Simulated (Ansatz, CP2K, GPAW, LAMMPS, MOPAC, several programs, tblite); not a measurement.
# Many methods on one cell: KCl (Fm-3m)

A 2-atom cell of KCl started from a crystallographic database, relaxed with r2SCAN in Ansatz, was computed with several methods. It is cubic, Fm-3m (No. 225); a = 6.290 Å in the conventional setting, 31.10 Å³ an atom. K is surrounded by 6 Cl at 3.14 Å; Cl is surrounded by 6 K at 3.14 Å. No spin polarisation and no zero-point or thermal motion.

```
CELL_PARAMETERS angstrom
0.00000 3.14485 3.14485
3.14485 0.00000 3.14485
3.14485 3.14485 0.00000
ATOMIC_POSITIONS crystal
K 0.00000 0.00000 0.00000
Cl 0.50000 0.50000 0.50000
```

Gaps and times are for a single point on this cell; volume and bulk modulus come from each method's own relaxation or energy curve at fixed shape. Times are rough, from shared hosts (Intel Xeon Platinum 8259CL CPU @ 2.50GHz), and each method has its own mesh and cell size. GFN1-xTB (tblite): levels, charges or heat of formation failed a check of plausibility, so no values are given. PM6 (MOPAC), PM7 (MOPAC), GFN1-xTB (tblite), GFN2-xTB (tblite) treat a cluster of cells at its zone centre, which samples few k points: where these miss a band edge, the gap comes out too large for that reason alone. Gaps from k meshes are read at a limited set of points (mesh, symmetry points, PBE's band edges), so each method's own least gap may be somewhat smaller. Force fields have no electrons; where one was fitted to this phase, its volume and modulus reflect the fit. xTB and the PM methods were fitted mostly to molecules, and can miss a solid's gap by electronvolts. Minimal bases can be far off for gaps. GLLB-SC's gap includes the derivative discontinuity. d marks a direct gap, i an indirect one (no mark: not told apart), a dash a value that wasn't computed or didn't pass its checks.

```tsv
method	kind	gap (eV)	own volume (Å³/atom)	bulk modulus (GPa)	atoms computed	processor time
ffield.eim (LAMMPS)	force field	–	–	–	2	0.16 s
light PBE (260 eV, its own mesh)	light plane-wave	5.20 d	–	–	2	0.8 s
PBE	semilocal	5.19 d	32.44	16	2	2.2 s
r2SCAN	semilocal	5.83 d	31.10	19	2	5.7 s
GFN1-xTB (tblite)	tight binding	–	–	–	64	5.8 s
PM7 (MOPAC)	semi-empirical	12.58	30.36	48	64	6.6 s
PM6 (MOPAC)	semi-empirical	10.53	–	–	64	6.6 s
GFN2-xTB (tblite)	tight binding	2.91	33.58	11	64	12 s
PBE/SZV (CP2K)	small basis	4.00 d	33.11	20	2	16 s
GLLB-SC (GPAW)	model potential	9.89	–	–	2	19 s
PBE/single zeta (GPAW)	small basis	4.76 d	–	–	2	27 s
PBE/DZVP (CP2K)	small basis	5.18 d	32.75	16	2	34 s
```

Against r2SCAN (5.83 eV) the nearest gap at the points sampled is that of light PBE (260 eV, its own mesh) (-0.63 eV) and the farthest that of PM7 (MOPAC) (+6.75 eV). r2SCAN is only a yardstick of convenience: semilocal gaps usually lie below measured ones, which GLLB-SC and hybrids aim to mend.

Volumes against r2SCAN's: PBE +4.3 %, PM7 (MOPAC) -2.4 %, GFN2-xTB (tblite) +8.0 %, PBE/SZV (CP2K) +6.5 %, PBE/DZVP (CP2K) +5.3 %.
